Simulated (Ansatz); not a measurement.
# CH4ClGa (SMILES [CH3][GaH][Cl]): r2SCAN0/def2-SVP

What is the vertical ionisation energy of CH4ClGa at r2SCAN0/def2-SVP? 

Program for the calculation: Ansatz 0.2.0.

62 further runs of the same task are left out: 62 set aside as unsound or not needed. Runs told in other sessions of the task aren't counted.

### 1 The system as given

The species is CH4ClGa (7 atoms), meant as a singlet with charge 0. As SMILES, `[CH3][GaH][Cl]`. Geometry: relaxed at PBE0-D4/def2-TZVP.

Bond lengths: C1–Ga2 1.952 Å, Ga2–Cl3 2.160 Å, C1–H4 1.093 Å, C1–H5 1.089 Å, C1–H6 1.093 Å, Ga2–H7 1.560 Å. Angles: C1–Ga2–Cl3 116.2°, C1–Ga2–H7 130.1°, Cl3–Ga2–H7 113.7°, Ga2–C1–H4 110.2°, Ga2–C1–H5 110.9°, Ga2–C1–H6 109.9°, H4–C1–H5 109.3°, H4–C1–H6 107.4°, H5–C1–H6 109.1°.

### 2 The energy at r2SCAN0/def2-SVP

input.yaml

```yaml
crystal:
  periodic: [false, false, false]
  atoms:
    - {symbol: C, position_ang: [-0.730500, 0.588300, -0.200700]}
    - {symbol: Ga, position_ang: [0.846300, -0.538100, 0.035700]}
    - {symbol: Cl, position_ang: [0.865000, -1.794800, 1.792800]}
    - {symbol: H, position_ang: [-0.435900, 1.637200, -0.283800]}
    - {symbol: H, position_ang: [-1.418300, 0.473600, 0.636300]}
    - {symbol: H, position_ang: [-1.245900, 0.318700, -1.126000]}
    - {symbol: H, position_ang: [2.119300, -0.684800, -0.854300]}
basis:
  gaussian: {orbitals: def2-SVP}
magnetization: {spin_polarized: false}
hamiltonian: {xc: {name: r2SCAN0}}
accuracy: high
output: {orbitals: {seedname: orbitals}}
```

Run with:

```console
$ ansatz run input.yaml --threads 1 --pin off --max-ram 3480MiB --events-out events.jsonl --progress --plain --runs-dir runs
```

Log:

```text
Warning: RAYON_NUM_THREADS=1 ignored (pool sized by the plan → 1); use --threads N
Functional definition: r2SCAN0
  name "r2SCAN0"
  parameter a = 0.25
  parameter k0 = 0.174
  parameter k1 = 0.065
  parameter a1 = 4.9479
  exchange = (1 - a)*r2scan_x(k0 = k0, k1 = k1, a1 = a1) + a*exact_x
  correlation = r2scan_c
1770 factors; integrals over basis functions are off by at most 8.8e-9 eV
mean field evaluation 1: about -65986.0705 eV, gradient 4.4e1 eV
mean field evaluation 2: about -65984.7588 eV, gradient 4.8e1 eV
mean field evaluation 4: about -65990.3932 eV, gradient 1.3e0 eV
mean field evaluation 8: about -65990.4829 eV, gradient 9.7e-2 eV
mean field evaluation 16: about -65990.4829 eV, gradient 2.7e-6 eV
mean field -65990.48293293 eV, -2425.1055178294 hartree, gradient 5.1e-8 eV, S^2 0.000000; 0 other end points of the search recorded, 0 dependent functions left out
reference -65990.48293357 eV, -2425.1055178527 hartree; 29, 29 occupied and 55, 55 virtual orbitals, 1770 factors
Total energy: -65990.48293357 eV, -2425.1055178527 hartree
```

Run time: 6 s. Hardware: 1 thread of Intel Xeon 6975P-C (Granite Rapids), shared host; peak memory 0.35 GiB.

### 3 The doublet cation at the same level

molecule.yaml

```yaml
crystal:
  periodic: [false, false, false]
  atoms:
    - symbol: C
      position_ang: [-0.730500, 0.588300, -0.200700]
    - symbol: Ga
      position_ang: [0.846300, -0.538100, 0.035700]
    - symbol: Cl
      position_ang: [0.865000, -1.794800, 1.792800]
    - symbol: H
      position_ang: [-0.435900, 1.637200, -0.283800]
    - symbol: H
      position_ang: [-1.418300, 0.473600, 0.636300]
    - symbol: H
      position_ang: [-1.245900, 0.318700, -1.126000]
    - symbol: H
      position_ang: [2.119300, -0.684800, -0.854300]
basis:
  gaussian:
    orbitals: def2-SVP
total_charge: 1
magnetization:
  spin_polarized: true
  initial_magnetization: 1
hamiltonian:
  xc: {name: r2SCAN0}
accuracy: high
output:
  orbitals: {seedname: orbitals}
```

Run with:

```console
$ ansatz run molecule.yaml --threads 1 --pin off --max-ram 3480MiB --events-out events.jsonl --progress --plain --runs-dir runs
```

Log:

```text
Warning: RAYON_NUM_THREADS=1 ignored (pool sized by the plan → 1); use --threads N
Functional definition: r2SCAN0
  name "r2SCAN0"
  parameter a = 0.25
  parameter k0 = 0.174
  parameter k1 = 0.065
  parameter a1 = 4.9479
  exchange = (1 - a)*r2scan_x(k0 = k0, k1 = k1, a1 = a1) + a*exact_x
  correlation = r2scan_c
1769 factors; integrals over basis functions are off by at most 8.8e-9 eV
mean field evaluation 1: about -65970.4491 eV, gradient 4.2e1 eV
mean field evaluation 2: about -65961.6971 eV, gradient 5.3e1 eV
mean field evaluation 4: about -65979.3376 eV, gradient 1.0e1 eV
mean field evaluation 8: about -65980.1146 eV, gradient 1.0e0 eV
mean field evaluation 16: about -65980.1327 eV, gradient 1.5e-2 eV
mean field evaluation 32: about -65980.1327 eV, gradient 4.7e-7 eV
mean field -65980.13274596 eV, -2424.7251554738 hartree, gradient 4.7e-8 eV, S^2 0.765481; 4 other end points of the search recorded, 0 dependent functions left out
reference -65980.13274809 eV, -2424.7251555519 hartree; 29, 28 occupied and 55, 56 virtual orbitals, 1769 factors
Total energy: -65980.13274809 eV, -2424.7251555519 hartree
```

It took 17 s on 1 thread of Intel Xeon 6975P-C (Granite Rapids), shared host; peak memory 0.56 GiB.

### 4 Results

Level: r2SCAN0/def2-SVP.

| quantity | value |
| --- | --- |
| singlet CH4ClGa: total energy | -2425.10552 Eh |
| singlet CH4ClGa: HOMO energy | -8.23 eV |
| singlet CH4ClGa: LUMO energy | -1.07 eV |
| singlet CH4ClGa: HOMO–LUMO gap | 7.15 eV |
| doublet cation: total energy | -2424.72516 Eh |
| doublet cation: HOMO energy (highest over α and β) | -15.06 eV |
| doublet cation: LUMO energy (lowest over α and β) | -12.42 eV |
| doublet cation: ⟨S²⟩ | 0.765 |
| vertical ionisation energy (to the doublet cation) | 10.350 eV |

**Reading.** The vertical ionisation energy comes to 10.35 eV (239 kcal/mol). The negative HOMO energy of the first species, 8.23 eV, lies 2.12 eV below that difference.
